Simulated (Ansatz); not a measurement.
**CH₄AlFOSe: small, medium and large basis sets**

One table from this session's results is given with a row withheld; the runs are named, their logs left out.

Method: one geometry, several basis sets; program: Ansatz 0.2.0, Gaussian basis.

Levels to be run: PBE0-D4/def2-SVP; ωB97M-V/def2-SVP; PBE0-D4/def2-QZVPP; ωB97M-V/def2-QZVPP; the functionals' def2-TZVPP values are taken from earlier runs.

### Structure used throughout

An earlier PBE0-D4 in a triple-zeta def2 set relaxation fixed the geometry.

SMILES `[OH][Al]([F])[CH2][SeH]`, 9 atoms, charge 0, spin multiplicity 1.

Atoms are counted from 1 here; the program's logs count them from 0.

Bond lengths: O1–Al2 1.691 Å, O1–H6 0.955 Å, Al2–F3 1.652 Å, Al2–C4 1.923 Å, C4–Se5 2.005 Å, C4–H7 1.090 Å, C4–H8 1.086 Å, Se5–H9 1.470 Å. Angles: Al2–O1–H6 123.5°, O1–Al2–F3 120.7°, O1–Al2–C4 119.5°, F3–Al2–C4 119.7°, Al2–C4–Se5 88.4°, Al2–C4–H7 115.7°, Al2–C4–H8 125.0°, Se5–C4–H7 103.9°, Se5–C4–H8 109.0°, H7–C4–H8 110.0°, C4–Se5–H9 94.9°.

As a file:

```csv
atom,x (Å),y (Å),z (Å)
O1,-0.8476,0.5040,1.7233
Al2,0.4919,0.1701,0.7467
F3,1.9898,0.7395,1.1474
C4,0.2855,-0.9751,-0.7840
Se5,-0.1835,0.6480,-1.8641
H6,-0.8293,1.1251,2.4487
H7,1.2105,-1.3316,-1.2366
H8,-0.4976,-1.7179,-0.9046
H9,-1.5310,0.7917,-1.2940
```

Set-up of the first run:

The input, in.yaml:

```yaml
crystal:
  periodic: [false, false, false]
  atoms:
    - {symbol: O, position_ang: [-0.847630, 0.503978, 1.723339]}
    - {symbol: Al, position_ang: [0.491879, 0.170094, 0.746741]}
    - {symbol: F, position_ang: [1.989773, 0.739546, 1.147436]}
    - {symbol: C, position_ang: [0.285528, -0.975123, -0.783977]}
    - {symbol: Se, position_ang: [-0.183527, 0.647959, -1.864051]}
    - {symbol: H, position_ang: [-0.829338, 1.125087, 2.448711]}
    - {symbol: H, position_ang: [1.210536, -1.331595, -1.236589]}
    - {symbol: H, position_ang: [-0.497587, -1.717942, -0.904634]}
    - {symbol: H, position_ang: [-1.531036, 0.791695, -1.293979]}
basis:
  gaussian: {orbitals: def2-SVP}
hamiltonian: {xc: pbe0, dispersion: d4}
output: {orbitals: {seedname: orbitals}}
```

Among the steps run: PBE0-D4 in def2-SVP; ωB97M-V in def2-SVP; PBE0-D4 in def2-QZVPP; ωB97M-V in def2-QZVPP.

One table of the session follows, with a row left open; its other results are not shown here.

It belongs to the step «Functionals by basis». 

```
functional       basis  HOMO (eV)
   PBE0-D4    def2-SVP      -6.91
   PBE0-D4  def2-TZVPP      -6.99
   PBE0-D4  def2-QZVPP      -7.01
   ωB97M-V    def2-SVP      -9.02
   ωB97M-V  def2-TZVPP      -9.12
   ωB97M-V  def2-QZVPP          ?
```

Q: Estimate the row for ωB97M-V, def2-QZVPP from the others.

The run gave: HOMO (eV): -9.14. In the column «HOMO (eV)» it is the lowest.
